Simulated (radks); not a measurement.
# He⁺ in 2s1: an all-electron calculation

Aim: the levels, the sizes of the orbitals and the parts of the energy of the helium ion He+.

Program: radks (a radial shooting solver on a logarithmic mesh, Libxc functionals) version 1. Level of theory: Dirac Kohn-Sham, revPBE, spin-unpolarised, spherical densities, point nucleus. These are calculated values, not measurements, unless marked.

**1. Starting point**

```
element       : helium (Z = 2)
charge        : +1
electrons     : 1
configuration : 2s1
```

Outer shells as boxes (Hund's rule):

He⁺
```
2s [↑ ]
```

**2. The calculation**

Input:

```text
Z 2
configuration 2s1
relativity Dirac
functional pbe_r,pbe
spin unpolarised
j_filling average
nucleus point
c 137.035999084
```

Run with:

```
$ python run_ks.py task.json out
```

This one command runs every case of the session in turn.

What does the calculation give?

**Answer**, as computed:

| quantity | value |
| --- | --- |
| total energy | -0.50354 hartree |
| exchange-correlation share of it | 30.92 % |
| −T/E | 0.9833 |
| highest occupied level | 2s1/2, -10.667 eV |
| most extended occupied level | 2s1/2, <r> = 2.96 bohr |
| radius at density 0.001 e/bohr³ | 3.93 bohr |
| maxima of the radial density | 2 |

1 principal shells are occupied and 2 maxima appear in the radial density. This is not the tabulated ground configuration, so its levels and sizes aren't those of the ground state, and no measured value stands beside it.
